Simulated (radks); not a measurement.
**Taking charge from the 3d level of Ni²⁺ in fractions**

An exercise on one series of results from a longer session: the logs are not shown, and one member is left open.

Program: radks (a radial shooting solver on a logarithmic mesh, Libxc functionals) version 1. Level of theory: Dirac Kohn-Sham, PBE, spin-unpolarised, spherical densities, point nucleus. These are calculated values, not measurements, unless marked.

## The system

- element: nickel (Z = 28)
- charge: +2
- electrons: 26
- configuration: [Ar] 3d(3/2: 4, 5/2: 4)

A shell typed twice in an input gives the lower j, then the higher j.

Set-up of the first run:

Settings of this run:

```text
Z 28
configuration [Ar] 3d4 3d4
relativity Dirac
functional pbe,pbe
spin unpolarised
j_filling energy
nucleus point
c 137.035999084
```

Steps of the session up to this table: Start: [Ar] 3d(3/2: 4, 5/2: 4).

One table of the session follows, with a row left open; its other results are not shown here.

It belongs to the step «Start: [Ar] 3d(3/2: 4, 5/2: 4)». Radial moments (bohr):

```
level     <r>  outermost maximum (interpolated)  90 % within  nodes
2s1/2  0.2447                             0.205        0.379      1
2p1/2  0.2131                             0.163        0.349      0
2p3/2  0.2163                             0.166        0.354      0
3s1/2  0.7407                             0.640         1.11      2
3p1/2  0.7723                             0.642         1.19      1
3p3/2  0.7823                             0.650         1.21      1
3d3/2       ?                                 ?            ?      ?
3d5/2  0.9717                             0.632         1.69      0
```

Q: Estimate the row for 3d3/2 from the others.

As computed: <r>: 0.9660; outermost maximum (interpolated): 0.629; 90 % within: 1.68; nodes: 0. In the column «<r>» it lies between 3p3/2 (0.7823) and 3d5/2 (0.9717).
